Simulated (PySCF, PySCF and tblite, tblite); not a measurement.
# C4H7FOS: a path driven as pyramidal inversion, and NMR exchange, part 2 of 2

PySCF and tblite. Atoms count from 0. The steps go on from the part before.

### 9 The path in numbers

Job settings and geometry (Å):

```
{"job": {"smiles": "O=S1CCC(F)C1", "charge": 0, "mult": 1, "motion": "inversion", "what": "sulfoxide", "atoms": [1], "drives": [{"terms": [["t", [6, 0, 2, 1], 0.3333333333333333], ["t", [0, 2, 6, 1], 0.3333333333333333], ["t", [2, 6, 0, 1], 0.3333333333333333]], "neg": true, "n": 8}], "study": "path", "level": {"kind": "nmr", "xc": "PBE", "basis": "pcSseg-1"}, "fields": [80, 100, 300], "first": 2, "seed": 328, "kind": "path"}, "charge": 0, "multiplicity": 1}
O      0.214222     2.520611     0.438510
S      0.048070     1.617409    -0.695266
C      1.318524     0.270599    -0.480112
C      0.727691    -0.695544     0.521204
C     -0.704703    -0.929017     0.050919
F     -1.431992    -1.602872     1.008254
C     -1.316580     0.438789    -0.213304
H      2.241992     0.733023    -0.143082
H      1.461949    -0.187135    -1.457482
H      0.700174    -0.238151     1.512643
H      1.286456    -1.629957     0.583533
H     -0.728188    -1.564097    -0.844464
H     -2.063276     0.425993    -1.003088
H     -1.755016     0.839876     0.699569
```

The log of the run:

```text
stationary points (kcal/mol above the start)
  n  kind          group   xTB      DFT    lowest mode
  0  minimum      C1       0.00     0.00      46.0
  1  saddle       C1      66.69    41.98   -1294.1
  2  minimum      C1      -0.75    -0.28      48.3

GFN2-xTB energies: T/K, barrier G, reaction G (kcal/mol), k forward, k back (1/s)
 150.00    65.43    -0.72   1.45e-83   1.28e-84
 200.00    65.44    -0.73    1.3e-59   2.07e-60
 250.00    65.45    -0.74   3.21e-45   7.26e-46
 298.15    65.46    -0.74   6.49e-36   1.85e-36
 350.00    65.48    -0.75   9.51e-29   3.23e-29
 400.00    65.50    -0.76   1.36e-23   5.26e-24
 500.00    65.56    -0.77    2.3e-16   1.06e-16

PBE/pcSseg-1 + D3(BJ) energies: T/K, barrier G, reaction G (kcal/mol), k forward, k back (1/s)
 150.00    40.72    -0.25   1.47e-47    6.3e-48
 200.00    40.72    -0.26   1.32e-32   6.86e-33
 250.00    40.73    -0.27   1.28e-23   7.53e-24
 298.15    40.75    -0.27   8.44e-18   5.33e-18
 350.00    40.76    -0.28   2.56e-13   1.72e-13
 400.00    40.79    -0.28   4.33e-10   3.02e-10
 500.00    40.85    -0.30   1.46e-05   1.08e-05
```

Run time: 2.6 min. Hardware: 1 thread of Arm Neoverse N1, shared host; peak memory 0.62 GiB. This counts the whole study up to here.

Barriers by level (kcal/mol; entropies in cal/(mol K)). Zero-point and thermal terms come from xTB in every row. ΔG‡ leaves symmetry out; the rate counts one path; effective ΔG‡, where given, is the barrier that would give that rate by Eyring's equation alone:

```csv
level,ΔE‡,with zero-point,ΔH‡,ΔS‡,ΔG‡ (298 K),ΔE of reaction,k at 298 K (1/s),effective ΔG‡
GFN2-xTB,66.70,65.40,65.24,-0.7,65.46,-0.75,6.5e-36,65.46
PBE/pcSseg-1 + D3(BJ),41.98,40.69,40.53,-0.7,40.75,-0.28,8.4e-18,40.75
```

Sites that the driver pairs across this motion, and where their lines would merge (no couplings; faster rotations, inversion at nitrogen or exchange between molecules can average them sooner):

```
nucleus        sites: shielding (ppm)  proton frequency (MHz)  spread (Hz)  coalescence (K)  lines at 298 K
    ¹⁹F    F5: 364.0; F5 (end): 374.7                     300         3028        above 800               –
    ¹³C    C2: 126.6; C2 (end): 119.6                     300          528        above 800               –
     ¹H    H9: 28.45; H9 (end): 29.77                     300          395        above 800               –
     ¹H    H7: 29.11; H7 (end): 27.97                     300          341        above 800               –
    ¹³C    C6: 113.5; C6 (end): 117.4                     300          292        above 800               –
     ¹H  H11: 26.36; H11 (end): 25.54                     300          247        above 800               –
     ¹H  H12: 27.88; H12 (end): 28.63                     300          226        above 800               –
    ¹⁷O    O0: 222.9; O0 (end): 218.6                     300          178        above 800               –
```

Rows that set an atom against itself at the end compare its shielding in the two forms.

Lines of quadrupolar nuclei are broad, so their coalescence could hardly be seen.

### 10 Shieldings, start: PBE0/pcSseg-1

Job settings and geometry (Å):

```
{"job": {"kind": "nmr", "xc": "PBE0", "basis": "pcSseg-1", "pop": false}, "charge": 0, "multiplicity": 1}
O      0.214222     2.520611     0.438510
S      0.048070     1.617409    -0.695266
C      1.318524     0.270599    -0.480112
C      0.727691    -0.695544     0.521204
C     -0.704703    -0.929017     0.050919
F     -1.431992    -1.602872     1.008254
C     -1.316580     0.438789    -0.213304
H      2.241992     0.733023    -0.143082
H      1.461949    -0.187135    -1.457482
H      0.700174    -0.238151     1.512643
H      1.286456    -1.629957     0.583533
H     -0.728188    -1.564097    -0.844464
H     -2.063276     0.425993    -1.003088
H     -1.755016     0.839876     0.699569
```

The log of the run:

```text
coarse grid: 12480 points
cycle   1  E = -729.0504801386  dE =  1.227e+00  |g| = 9.756e-01  |ddm| = 3.485e+00
cycle   2  E = -728.1794624847  dE =  8.710e-01  |g| = 2.266e+00  |ddm| = 3.847e+00
cycle   3  E = -729.2101749046  dE = -1.031e+00  |g| = 2.949e-01  |ddm| = 3.301e+00
cycle   4  E = -729.2262193364  dE = -1.604e-02  |g| = 1.276e-01  |ddm| = 3.830e-01
cycle   5  E = -729.2292117627  dE = -2.992e-03  |g| = 1.741e-02  |ddm| = 1.104e-01
cycle   6  E = -729.2292713513  dE = -5.959e-05  |g| = 6.637e-03  |ddm| = 2.139e-02
cycle   7  E = -729.2292794405  dE = -8.089e-06  |g| = 1.840e-03  |ddm| = 6.466e-03
final grid: 117000 points
cycle   8  E = -729.2916723111  dE = -1.952e-05  |g| = 1.339e-02  |ddm| = 2.982e-02
cycle   9  E = -729.2915927993  dE =  7.951e-05  |g| = 2.357e-02  |ddm| = 3.418e-02
cycle  10  E = -729.2917105358  dE = -1.177e-04  |g| = 3.047e-03  |ddm| = 2.389e-02
cycle  11  E = -729.2917123374  dE = -1.802e-06  |g| = 3.046e-04  |ddm| = 2.783e-03
cycle  12  E = -729.2917123512  dE = -1.387e-08  |g| = 1.436e-04  |ddm| = 3.673e-04
cycle  13  E = -729.2917123543  dE = -3.030e-09  |g| = 3.697e-05  |ddm| = 1.328e-04
cycle  14  E = -729.2917123546  dE = -2.758e-10  |g| = 6.139e-06  |ddm| = 4.642e-05
converged SCF energy = -729.2917123546

GIAO shielding tensors (ppm)
atom      isotropic    diamagn.    paramagn.     s11        s22        s33       span
  0 O      253.261     396.476    -143.215     -5.643    245.463    519.963    525.606
  1 S      134.018    1051.099    -917.080     -4.084    102.846    303.293    307.377
  2 C      132.635     254.825    -122.190     99.311    125.872    172.723     73.412
  3 C      151.783     249.348     -97.565    121.306    155.533    178.510     57.204
  4 C       90.239     242.045    -151.806     42.794     80.073    147.849    105.055
  5 F      381.848     471.044     -89.196    350.966    388.376    406.202     55.236
  6 C      120.486     254.800    -134.313     70.133    127.098    164.227     94.094
  7 H       29.063      30.036      -0.973     25.911     26.812     34.466      8.555
  8 H       29.721      30.993      -1.272     25.730     28.419     35.014      9.284
  9 H       28.562      30.735      -2.173     25.691     27.261     32.734      7.043
 10 H       29.242      29.790      -0.548     24.848     27.126     35.752     10.904
 11 H       26.660      29.825      -3.165     23.899     26.898     29.182      5.283
 12 H       28.016      29.679      -1.663     25.046     27.311     31.691      6.645
 13 H       29.035      30.269      -1.233     26.344     27.714     33.048      6.704
```

Run time: 27 s. Hardware: 1 thread of Arm Neoverse N1, shared host; peak memory 0.76 GiB.

In short: HOMO -6.75 eV, LUMO 0.48 eV; dipole 3.66 D.

### 11 Single-point energy, saddle of leg 1: PBE0/pcSseg-1

Job settings and geometry (Å):

```
{"job": {"kind": "sp", "xc": "PBE0", "basis": "pcSseg-1", "pop": false}, "charge": 0, "multiplicity": 1}
O      0.069084     2.941262    -0.882785
S      0.056055     1.492633    -0.454350
C      1.440702     0.265449    -0.285268
C      0.719510    -0.804698     0.492395
C     -0.732782    -0.907200    -0.008845
F     -1.411973    -1.796874     0.790749
C     -1.385847     0.458473     0.054558
H      2.261191     0.730547     0.252174
H      1.757758    -0.050696    -1.277377
H      0.688007    -0.549550     1.552916
H      1.206229    -1.774235     0.380373
H     -0.766391    -1.315369    -1.025749
H     -2.195750     0.600826    -0.654372
H     -1.705793     0.709433     1.065582
```

The log of the run:

```text
coarse grid: 12480 points
cycle   1  E = -728.9908287193  dE =  1.219e+00  |g| = 9.262e-01  |ddm| = 3.532e+00
cycle   2  E = -727.6310147491  dE =  1.360e+00  |g| = 2.602e+00  |ddm| = 6.216e+00
cycle   3  E = -729.1401500850  dE = -1.509e+00  |g| = 3.126e-01  |ddm| = 5.786e+00
cycle   4  E = -729.1536020211  dE = -1.345e-02  |g| = 1.940e-01  |ddm| = 5.095e-01
cycle   5  E = -729.1600322677  dE = -6.430e-03  |g| = 2.855e-02  |ddm| = 1.626e-01
cycle   6  E = -729.1602045886  dE = -1.723e-04  |g| = 1.265e-02  |ddm| = 4.135e-02
cycle   7  E = -729.1602378131  dE = -3.322e-05  |g| = 1.564e-03  |ddm| = 1.410e-02
cycle   8  E = -729.1602386206  dE = -8.075e-07  |g| = 6.626e-04  |ddm| = 5.342e-03
final grid: 117000 points
cycle   9  E = -729.2215118941  dE = -2.730e-05  |g| = 1.086e-02  |ddm| = 2.790e-02
cycle  10  E = -729.2214575291  dE =  5.436e-05  |g| = 1.936e-02  |ddm| = 3.068e-02
cycle  11  E = -729.2215364012  dE = -7.887e-05  |g| = 2.886e-03  |ddm| = 2.318e-02
cycle  12  E = -729.2215379848  dE = -1.584e-06  |g| = 3.110e-04  |ddm| = 2.561e-03
cycle  13  E = -729.2215379994  dE = -1.461e-08  |g| = 1.401e-04  |ddm| = 4.110e-04
cycle  14  E = -729.2215380022  dE = -2.806e-09  |g| = 3.613e-05  |ddm| = 1.324e-04
cycle  15  E = -729.2215380025  dE = -2.829e-10  |g| = 6.450e-06  |ddm| = 6.812e-05
converged SCF energy = -729.2215380025
```

Run time: 14 s. Hardware: 1 thread of Arm Neoverse N1, shared host; peak memory 0.61 GiB.

This run: HOMO -5.14 eV, LUMO -0.93 eV; dipole 3.99 D.

### 12 Shieldings, end: PBE0/pcSseg-1

Job settings and geometry (Å):

```
{"job": {"kind": "nmr", "xc": "PBE0", "basis": "pcSseg-1", "pop": false}, "charge": 0, "multiplicity": 1}
O     -0.043182     1.999969    -1.675397
S      0.080610     1.738616    -0.244575
C      1.370324     0.387992    -0.099865
C      0.702063    -0.851072     0.458670
C     -0.725295    -0.840801    -0.081272
F     -1.487273    -1.802609     0.548836
C     -1.274443     0.546001     0.192341
H      2.178860     0.752407     0.528417
H      1.733973     0.241538    -1.115214
H      0.656663    -0.814804     1.549258
H      1.227422    -1.761646     0.168926
H     -0.755055    -1.077318    -1.151471
H     -2.152868     0.791295    -0.398798
H     -1.490676     0.665071     1.252929
```

The log of the run:

```text
coarse grid: 12480 points
cycle   1  E = -729.0539305085  dE =  1.222e+00  |g| = 9.710e-01  |ddm| = 3.481e+00
cycle   2  E = -728.2358598279  dE =  8.181e-01  |g| = 2.211e+00  |ddm| = 3.649e+00
cycle   3  E = -729.2107614457  dE = -9.749e-01  |g| = 2.988e-01  |ddm| = 3.109e+00
cycle   4  E = -729.2275796517  dE = -1.682e-02  |g| = 1.227e-01  |ddm| = 3.830e-01
cycle   5  E = -729.2303417454  dE = -2.762e-03  |g| = 1.745e-02  |ddm| = 1.056e-01
cycle   6  E = -729.2303969208  dE = -5.518e-05  |g| = 7.406e-03  |ddm| = 2.084e-02
cycle   7  E = -729.2304073323  dE = -1.041e-05  |g| = 1.578e-03  |ddm| = 6.834e-03
cycle   8  E = -729.2304078849  dE = -5.527e-07  |g| = 4.679e-04  |ddm| = 2.463e-03
final grid: 117000 points
cycle   9  E = -729.2922522526  dE = -2.800e-05  |g| = 1.125e-02  |ddm| = 2.834e-02
cycle  10  E = -729.2921953693  dE =  5.688e-05  |g| = 1.992e-02  |ddm| = 2.833e-02
cycle  11  E = -729.2922791214  dE = -8.375e-05  |g| = 2.477e-03  |ddm| = 2.001e-02
cycle  12  E = -729.2922803008  dE = -1.179e-06  |g| = 3.120e-04  |ddm| = 2.225e-03
cycle  13  E = -729.2922803167  dE = -1.588e-08  |g| = 1.285e-04  |ddm| = 3.583e-04
cycle  14  E = -729.2922803191  dE = -2.349e-09  |g| = 3.616e-05  |ddm| = 1.214e-04
cycle  15  E = -729.2922803193  dE = -2.631e-10  |g| = 5.621e-06  |ddm| = 4.537e-05
converged SCF energy = -729.2922803193

GIAO shielding tensors (ppm)
atom      isotropic    diamagn.    paramagn.     s11        s22        s33       span
  0 O      249.351     396.089    -146.738    -11.565    246.760    512.858    524.423
  1 S      143.643    1051.153    -907.510      6.143    103.591    321.196    315.053
  2 C      126.436     254.029    -127.593     73.047    128.090    178.172    105.125
  3 C      150.001     248.551     -98.550    120.341    154.840    174.822     54.481
  4 C       89.099     243.142    -154.043     42.732     77.770    146.795    104.063
  5 F      391.225     470.807     -79.582    381.087    390.391    402.197     21.110
  6 C      124.109     255.249    -131.140     93.719    118.512    160.096     66.377
  7 H       28.112      29.689      -1.577     25.288     26.977     32.070      6.782
  8 H       29.455      30.652      -1.196     26.158     27.860     34.348      8.190
  9 H       29.900      30.501      -0.601     26.420     28.415     34.866      8.446
 10 H       28.978      29.558      -0.580     24.815     26.742     35.378     10.563
 11 H       25.774      30.170      -4.396     22.842     27.010     27.469      4.627
 12 H       28.597      29.953      -1.357     25.857     26.851     33.082      7.225
 13 H       29.396      30.734      -1.338     26.194     28.438     33.555      7.362
```

It took 28 s on 1 thread of Arm Neoverse N1, shared host; peak memory 0.77 GiB.

In short: HOMO -6.75 eV, LUMO 0.49 eV; dipole 2.89 D.

### 13 Second level: PBE0/pcSseg-1 + D3(BJ)

Job settings and geometry (Å):

```
{"job": {"smiles": "O=S1CCC(F)C1", "charge": 0, "mult": 1, "motion": "inversion", "what": "sulfoxide", "atoms": [1], "drives": [{"terms": [["t", [6, 0, 2, 1], 0.3333333333333333], ["t", [0, 2, 6, 1], 0.3333333333333333], ["t", [2, 6, 0, 1], 0.3333333333333333]], "neg": true, "n": 8}], "study": "path", "level": {"kind": "nmr", "xc": "PBE0", "basis": "pcSseg-1", "wide": true}, "fields": [80, 100, 300], "first": 2, "seed": 328, "kind": "pathvar"}, "charge": 0, "multiplicity": 1}
O      0.214222     2.520611     0.438510
S      0.048070     1.617409    -0.695266
C      1.318524     0.270599    -0.480112
C      0.727691    -0.695544     0.521204
C     -0.704703    -0.929017     0.050919
F     -1.431992    -1.602872     1.008254
C     -1.316580     0.438789    -0.213304
H      2.241992     0.733023    -0.143082
H      1.461949    -0.187135    -1.457482
H      0.700174    -0.238151     1.512643
H      1.286456    -1.629957     0.583533
H     -0.728188    -1.564097    -0.844464
H     -2.063276     0.425993    -1.003088
H     -1.755016     0.839876     0.699569
```

The log of the run:

```text
stationary points (kcal/mol above the start)
  n  kind          group   xTB      DFT    lowest mode
  0  minimum      C1       0.00     0.00      46.0
  1  saddle       C1      66.69    44.24   -1294.1
  2  minimum      C1      -0.75    -0.34      48.3

GFN2-xTB energies: T/K, barrier G, reaction G (kcal/mol), k forward, k back (1/s)
 150.00    65.43    -0.72   1.45e-83   1.28e-84
 200.00    65.44    -0.73    1.3e-59   2.07e-60
 250.00    65.45    -0.74   3.21e-45   7.26e-46
 298.15    65.46    -0.74   6.49e-36   1.85e-36
 350.00    65.48    -0.75   9.51e-29   3.23e-29
 400.00    65.50    -0.76   1.36e-23   5.26e-24
 500.00    65.56    -0.77    2.3e-16   1.06e-16

PBE/pcSseg-1 + D3(BJ) energies: T/K, barrier G, reaction G (kcal/mol), k forward, k back (1/s)
 150.00    40.72    -0.25   1.47e-47    6.3e-48
 200.00    40.72    -0.26   1.32e-32   6.86e-33
 250.00    40.73    -0.27   1.28e-23   7.53e-24
 298.15    40.75    -0.27   8.44e-18   5.33e-18
 350.00    40.76    -0.28   2.56e-13   1.72e-13
 400.00    40.79    -0.28   4.33e-10   3.02e-10
 500.00    40.85    -0.30   1.46e-05   1.08e-05

PBE0/pcSseg-1 + D3(BJ) energies: T/K, barrier G, reaction G (kcal/mol), k forward, k back (1/s)
 150.00    42.98    -0.31   7.52e-51   2.64e-51
 200.00    42.98    -0.32   4.47e-35   2.01e-35
 250.00    42.99    -0.33   1.36e-25   7.08e-26
 298.15    43.00    -0.33   1.86e-19   1.07e-19
 350.00    43.02    -0.34   9.96e-15   6.13e-15
 400.00    43.05    -0.34   2.52e-11   1.64e-11
 500.00    43.11    -0.36    1.5e-06   1.05e-06
```

Wall time 3.7 min (1 thread of Arm Neoverse N1, shared host); peak memory 0.77 GiB. This counts the runs that the step sums up.

Barriers by level (kcal/mol; entropies in cal/(mol K)). Zero-point and thermal terms come from xTB in every row. ΔG‡ leaves symmetry out; the rate counts one path; effective ΔG‡, where given, is the barrier that would give that rate by Eyring's equation alone:

```csv
level,ΔE‡,with zero-point,ΔH‡,ΔS‡,ΔG‡ (298 K),ΔE of reaction,k at 298 K (1/s),effective ΔG‡
GFN2-xTB,66.70,65.40,65.24,-0.7,65.46,-0.75,6.5e-36,65.46
PBE/pcSseg-1 + D3(BJ),41.98,40.69,40.53,-0.7,40.75,-0.28,8.4e-18,40.75
PBE0/pcSseg-1 + D3(BJ),44.24,42.95,42.79,-0.7,43.00,-0.34,1.9e-19,43.00
```

### 14 Summary of results

This closing draws on all 2 parts.

```
                               quantity                               value
        barrier (PBE/pcSseg-1 + D3(BJ))  ΔE‡ 42.0, ΔG‡(298 K) 40.8 kcal/mol
                     barrier (GFN2-xTB)                   ΔE‡ 66.7 kcal/mol
                          rate at 298 K                         8.4e-18 s⁻¹
                        end of the path        -0.3 kcal/mol from the start
stages that failed or stayed incomplete                                   1
```

What this shows: DFT puts the top 42.0 kcal/mol above the start (xTB: 66.7); the rate from the DFT barrier is 8.4e-18 s⁻¹ at 298 K. An error of 1.4 kcal/mol changes that rate tenfold. PBE0/pcSseg-1 + D3(BJ) moves the barrier from 42.0 to 44.2 kcal/mol.
